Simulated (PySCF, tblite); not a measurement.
**C6H5N2 radical: geometry, infrared bands and EPR parameters**

What infrared bands and EPR parameters should C6H5N2 radical (`[H]\[C]=C/C=N\C=C\C#N`) show?

Computed with tblite 0.8.0 and PySCF 2.14.0, with density-fitted response routines of our own, on a single molecule in the gas phase. Atoms are numbered from 0 throughout.

## Step 1: The molecule as given

13 atoms, charge 0, multiplicity 2; geometry from: force field or distance geometry start.

Bonds of the start (Å): C0–C1 1.29, C1–C2 1.48, C2–N3 1.29, N3–C4 1.38, C4–C5 1.33, C5–C6 1.42, C6–N7 1.17, C0–H8 1.07, C1–H9 1.09, C2–H10 1.12, C4–H11 1.09, C5–H12 1.08.

## Step 2: Relaxing the molecule with GFN2-xTB

The job: settings as JSON, then the geometry in Å.

```
{"job": {"kind": "relax", "xc": "GFN2-xTB", "basis": "xTB"}, "charge": 0, "multiplicity": 2}
C     -3.146600    -0.204400     0.747000
C     -1.866000    -0.225600     0.619800
C     -1.180200     0.611500    -0.382900
N      0.065400     0.720500    -0.699300
C      0.976500    -0.091300    -0.056200
C      2.198000     0.350200     0.243700
C      3.166500    -0.480800     0.863000
N      3.950500    -1.167700     1.385900
H     -4.211800    -0.182800     0.847600
H     -1.268200    -0.841200     1.297400
H     -1.876500     1.269200    -0.957000
H      0.705300    -1.131100     0.131100
H      2.482800     1.374000     0.035100
```

On the command line:

```
$ OMP_NUM_THREADS=1 python probes_run.py task.json out
```

One launch serves the whole session: the jobs run in the order shown.

**Question.** This job is followed by: GFN2-xTB harmonic vibrations, gas phase; UKS B3LYP, pcH-1 on C H N, non-relativistic, mean-field spin-orbit, GIAO. What will the session give for the following? strongest single infrared mode (GFN2-xTB); zero-point energy (GFN2-xTB); g(iso) (B3LYP); ⟨S²⟩; largest a(iso); potential on the surface of density 0.002 e/bohr³, 1st and 99th percentile.

**Answer**, as computed:

```
                                                                  quantity                  value
                                 strongest single infrared mode (GFN2-xTB)  2352 cm⁻¹, 334 km/mol
                                              zero-point energy (GFN2-xTB)          55.7 kcal/mol
                                                            g(iso) (B3LYP)                2.00227
                                                                      ⟨S²⟩     0.762 (exact 0.75)
                                                            largest a(iso)   13C on C0, 350.8 MHz
potential on the surface of density 0.002 e/bohr³, 1st and 99th percentile     -1.95 V and 1.69 V
```

What this shows: The optimisation took 130 steps and gained 0.417 eV; among the close pairs (by a distance rule), N3–C4 changed most, from 1.379 to 1.344 Å. No mode is imaginary among the 33: a minimum at this level. The strongest single mode, at 2352 cm⁻¹, moves mainly C6 and N7. GFN2-xTB is a fitted tight-binding method: band positions and strengths are rough. Its intensities can rank the bands wrongly. C0 carries the largest spin population, 1.04 e. The isotropic g lies 0.0 ppt below the free-electron value. The conformer search (at its own cheap level) found a structure 41.9 kcal/mol lower, too far down for a turn about a bond: it may have other bonds, so these spectra needn't be the molecule's.
